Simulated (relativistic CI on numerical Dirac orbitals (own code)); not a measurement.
**Ti⁴⁺: 3s photoemission with charge transfer**

Aim: the 3s photoemission spectrum of Ti⁴⁺ in a cubic metal-ligand cluster, for 3 values of Delta.

Program: relativistic CI on numerical Dirac orbitals (own code) version 3. Level of theory: charge-transfer multiplet model of a cubic metal-ligand cluster with up to 3 ligand holes, Slater and spin-orbit integrals from Dirac-Coulomb-Breit ions, Slater integrals scaled by 0.8. These are calculated values, not measurements, unless marked.

## 1. The atom as given

| Property | Result |
| --- | --- |
| ion | Ti⁴⁺ (Ti V) |
| nuclear charge | 22 |
| electrons | 18 |
| d electrons | 0 |
| ligand holes at most | 3 |
| parameters | in eV; Veg, Vt2g hoppings, tenDq and tenDqL metal and ligand splittings (negative tenDq: tetrahedral), red the scaling of hopping with a core hole |
| temperature | 300 K |
| widths | Lorentz 1.4 eV, Gauss 0.8 eV |

## 2. Delta = 3.5 eV

Input settings:

```ini
cluster ion=Ti4+ d0 ligand_holes=3 slater_scale=0.8
Delta=3.5 Udd=5.3 Upd=6.1 tenDq=0.75 tenDqL=1 Veg=3.75 Vt2g=-1.89 red=0.9
spectrum xps 3s T=300 lorentz=1.4 gauss=0.8
```

The run is started by

```bash
> python run_levels.py task.json out
```

The settings of every run stand in task.json; they run in order.

From the run's result record (rounded, not every field):

```text
status: converged
curve, one point in 5 above 2 % of the maximum [energy, intensity] [eV from the first main peak; 1/eV]:
  - [-3.1, 0.01902]
  - [-2.6, 0.02672]
  - [-2.1, 0.04017]
  - [-1.6, 0.06621]
  - [-1.1, 0.1212]
  - [-0.6, 0.224]
  - [-0.1, 0.3159]
  - [0.4, 0.273]
  - [0.9, 0.1595]
  - [1.4, 0.08502]
  - [1.9, 0.04958]
  - [2.4, 0.03223]
  - [2.9, 0.0229]
  - [3.4, 0.01762]
  - [3.9, 0.01485]
  - [4.4, 0.01415]
  - [4.9, 0.01464]
  - [5.4, 0.01379]
  - [5.9, 0.01174]
  - [6.4, 0.01119]
  - [6.9, 0.0134]
  - [7.4, 0.01772]
  - [7.9, 0.02057]
  - [8.4, 0.02099]
  - [8.9, 0.01872]
  - [9.4, 0.01361]
  - [9.9, 0.009818]
  - [10.4, 0.008631]
  - [10.9, 0.009639]
  - [11.4, 0.01352]
  - [11.9, 0.02168]
  - [12.4, 0.03163]
  - [12.9, 0.0328]
  - [13.4, 0.0233]
  - [13.9, 0.01472]
  - [14.4, 0.01049]
  - [14.9, 0.007749]
weights: [0.311347, 0.478043, 0.187476, 0.0231341]
n_d: 0.922398
n_eg: 0.62001
ground_S: 6.59182e-06
ground_energy [eV]: -10.9108
cluster_levels [E_eV, degeneracy, S, weight_dn]:
  - [0, 1, 6.592e-06, 0.3113]
  - [7.866, 1, 0.9999, 1.352e-06]
  - [7.868, 3, 0.9973, 0]
  - [7.874, 2, 0.9999, 0]
  - [7.875, 3, 0.9988, 0]
  - [7.924, 3, 0.4107, 0]
  - [7.927, 1, 0.9999, 0]
  - [7.931, 3, 0.9984, 0]
  - [7.938, 2, 1, 0]
  - [7.942, 3, 0.7958, 0]
  - [8.036, 3, 0.02018, 0]
  - [8.04, 3, 0.9975, 0]
  - [8.079, 3, 0.9999, 0]
  - [8.079, 3, 1, 0]
  - [8.08, 1, 1, 0]
  - [8.086, 3, 0.9939, 0]
  - [8.086, 2, 0.9864, 0]
  - [8.092, 3, 0.9486, 0]
  - [8.105, 2, 0.9689, 0]
  - [8.106, 3, 0.9921, 0]
  - [8.111, 3, 0.8804, 0]
  - [8.113, 1, 0.9997, 8.298e-06]
  - "... 2 more rows left out ..."
atomic [eV]: {"ground": {"F2dd": 6.57793, "F4dd": 4.09031, "zeta_d": 0.0129948}, "final": {"F2dd": 6.57793, "F4dd": 4.09031, "zeta_d": 0.0223123, "zeta_core": 0.0, "G2cd": 8.46112}}
```

Run time: 3.2 s. Hardware: 1 thread of Intel Xeon 6975P-C, shared host; peak memory 0.23 GiB.

## 3. Delta = 0.5 eV

Input settings:

```ini
cluster ion=Ti4+ d0 ligand_holes=3 slater_scale=0.8
Delta=0.5 Udd=5.3 Upd=6.1 tenDq=0.75 tenDqL=1 Veg=3.75 Vt2g=-1.89 red=0.9
spectrum xps 3s T=300 lorentz=1.4 gauss=0.8
```

Main fields:

```text
status: converged
curve, one point in 8 above 2 % of the maximum [energy, intensity] [eV from the first main peak; 1/eV]:
  - [-3.1, 0.01857]
  - [-2.3, 0.03291]
  - [-1.5, 0.07188]
  - [-0.7, 0.1941]
  - [0.1, 0.3112]
  - [0.9, 0.1586]
  - [1.7, 0.06047]
  - [2.5, 0.03021]
  - [3.3, 0.01981]
  - [4.1, 0.0182]
  - [4.9, 0.01685]
  - [5.7, 0.01347]
  - [6.5, 0.01769]
  - [7.3, 0.02261]
  - [8.1, 0.02124]
  - [8.9, 0.01272]
  - [9.7, 0.007197]
  - [11.5, 0.007286]
  - [12.3, 0.01227]
  - [13.1, 0.02272]
  - [13.9, 0.03279]
  - [14.7, 0.01986]
  - [15.5, 0.009778]
weights: [0.184463, 0.474125, 0.29073, 0.0506819]
n_d: 1.20763
n_eg: 0.788826
ground_S: 1.19501e-05
ground_energy [eV]: -14.1006
cluster_levels [E_eV, degeneracy, S, weight_dn]:
  - [0, 1, 1.195e-05, 0.1845]
  - [6.578, 1, 0.9999, 7.937e-07]
  - [6.58, 3, 0.9984, 0]
  - [6.586, 2, 0.9999, 0]
  - [6.586, 3, 0.9993, 0]
  - [6.635, 3, 0.9957, 0]
  - [6.654, 3, 0.4048, 0]
  - [6.656, 1, 1, 0]
  - [6.658, 3, 0.9966, 0]
  - [6.665, 2, 0.9991, 0]
  - [6.668, 3, 0.806, 0]
  - [6.693, 3, 0.9985, 0]
  - [6.694, 3, 0.9907, 0]
  - [6.696, 1, 1, 0]
  - [6.701, 3, 0.9756, 0]
  - [6.705, 2, 0.9916, 0]
  - [6.71, 3, 0.9844, 0]
  - [6.72, 3, 0.5806, 0]
  - [6.726, 2, 0.984, 0]
  - [6.731, 3, 0.9604, 1.836e-29]
  - [6.732, 3, 0.701, 7.337e-29]
  - [6.734, 1, 0.9998, 3.992e-06]
  - "... 2 more rows left out ..."
atomic [eV]: {"ground": {"F2dd": 6.57793, "F4dd": 4.09031, "zeta_d": 0.0129948}, "final": {"F2dd": 6.57793, "F4dd": 4.09031, "zeta_d": 0.0223123, "zeta_core": 0.0, "G2cd": 8.46112}}
```

Wall time 3.3 s (1 thread of Intel Xeon 6975P-C, shared host); peak memory 0.25 GiB.

## 4. Delta = 1.5 eV

Input settings:

```ini
cluster ion=Ti4+ d0 ligand_holes=3 slater_scale=0.8
Delta=1.5 Udd=5.3 Upd=6.1 tenDq=0.75 tenDqL=1 Veg=3.75 Vt2g=-1.89 red=0.9
spectrum xps 3s T=300 lorentz=1.4 gauss=0.8
```

Main fields:

```text
status: converged
curve, one point in 8 above 2 % of the maximum [energy, intensity] [eV from the first main peak; 1/eV]:
  - [-3.9, 0.0122]
  - [-3.1, 0.01915]
  - [-2.3, 0.03426]
  - [-1.5, 0.07589]
  - [-0.7, 0.2049]
  - [0.1, 0.3097]
  - [0.9, 0.1509]
  - [1.7, 0.05798]
  - [2.5, 0.0292]
  - [3.3, 0.01892]
  - [4.1, 0.01679]
  - [4.9, 0.01633]
  - [5.7, 0.01274]
  - [6.5, 0.01537]
  - [7.3, 0.02132]
  - [8.1, 0.02139]
  - [8.9, 0.01422]
  - [9.7, 0.007951]
  - [10.5, 0.006635]
  - [11.3, 0.008279]
  - [12.1, 0.01527]
  - [12.9, 0.0279]
  - [13.7, 0.03009]
  - [14.5, 0.01716]
  - [15.3, 0.00814]
weights: [0.223161, 0.482725, 0.254596, 0.0395185]
n_d: 1.11047
n_eg: 0.732657
ground_S: 9.90783e-06
ground_energy [eV]: -12.9417
cluster_levels [E_eV, degeneracy, S, weight_dn]:
  - [0, 1, 9.908e-06, 0.2232]
  - [6.966, 1, 0.9999, 9.202e-07]
  - [6.968, 3, 0.9981, 0]
  - [6.974, 2, 0.9999, 0]
  - [6.974, 3, 0.9992, 0]
  - [7.036, 3, 0.3919, 0]
  - [7.039, 1, 1, 0]
  - [7.043, 3, 0.9981, 0]
  - [7.05, 2, 0.9999, 0]
  - [7.053, 3, 0.8109, 0]
  - [7.061, 3, 0.9959, 0]
  - [7.112, 3, 0.9998, 0]
  - [7.112, 3, 0.9933, 0]
  - [7.113, 1, 1, 0]
  - [7.117, 3, 0.8581, 0]
  - [7.121, 2, 0.9897, 0]
  - [7.126, 3, 0.9759, 0]
  - [7.128, 3, 0.4453, 0]
  - [7.142, 2, 0.9802, 1.386e-30]
  - [7.145, 3, 0.9268, 0]
  - [7.148, 3, 0.9322, 1.772e-30]
  - [7.15, 1, 0.9998, 5.176e-06]
  - "... 2 more rows left out ..."
atomic [eV]: {"ground": {"F2dd": 6.57793, "F4dd": 4.09031, "zeta_d": 0.0129948}, "final": {"F2dd": 6.57793, "F4dd": 4.09031, "zeta_d": 0.0223123, "zeta_core": 0.0, "G2cd": 8.46112}}
```

It took 3.2 s on 1 thread of Intel Xeon 6975P-C, shared host; peak memory 0.25 GiB.

## 5. Comparison

| run | d count | weight without ligand hole | ground S | up to four highest peaks (% of the highest), eV from the first main peak |
| --- | --- | --- | --- | --- |
| Delta = 3.5 eV | 0.92 | 0.31 | 0.00 | 0.0 (100), 8.3 (7), 12.7 (11) |
| Delta = 0.5 eV | 1.21 | 0.18 | 0.00 | 0.0 (100), 7.4 (7), 13.9 (10) |
| Delta = 1.5 eV | 1.11 | 0.22 | 0.00 | 0.0 (100), 7.7 (7), 13.4 (10) |

## 6. Outcome

| quantity | value |
| --- | --- |
| d count | 0.92 to 1.21 |
| ground spin (effective S from ⟨S²⟩) | 0.00 |

In words: From Delta = 0.5 eV to Delta = 3.5 eV the ground-state d count goes from 1.21 to 0.92. In the first run the ligand-hole configurations outweigh d0 itself: the bond is strongly covalent. The cluster parameters are drawn, not fitted to a compound.
